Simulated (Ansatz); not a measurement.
**AgRh under changes of volume**

One of the cells (16.064 Å³/atom); the others are scaled copies at fixed shape and fractional positions:

```xyz
2
Lattice="2.7776 0.0000 0.0000 -1.3888 2.4055 0.0000 0.0000 0.0000 4.8086" Properties=species:S:1:pos:R:3 pbc="T T T"
Ag    0.0000    0.0000    2.4043
Rh    1.3888    0.8018    0.0000
```

The cell comes from a database or a generator and needn't be the stable form of this composition.

- Program: Ansatz 0.2.0
- Functional: LDA
- Potentials or basis: all-electron LAPW, scalar-relativistic
- Cutoff: 263 eV (chosen from the basis error)
- Basis error allowed: 0.001 eV/atom
- k mesh: 11 × 11 × 6
- Occupations: fermi-dirac, width 0.05 eV
- Spin: no spin polarisation

| volume (Å³/atom) | energy over the lowest point (meV/atom) | pressure (GPa) |
| --- | --- | --- |
| 15.100 | 0.00 | -6.4 |
| 15.421 | 16.60 | -9.9 |
| 15.743 | 39.77 | -13.0 |
| 16.064 | 68.62 | -15.6 |
| 16.385 | 102.41 | -17.9 |
| 16.707 | 140.44 | -19.8 |
| 17.028 | ? | ? |

What does the run at 17.028 Å³/atom give?

Energy over the lowest point 182.12 meV/atom; pressure -21.5 GPa.

Worked out: A Birch-Murnaghan fit of order 3 (a polynomial in V^(-2/3)) to the other rows has no minimum within the range. It gives 182.02 meV/atom at 17.028 Å³/atom, against the run's 182.12, and -dE/dV = -21.6 GPa, against -21.5.

Energies are extrapolated to zero smearing.

The runs don't all hold the same shells in valence.
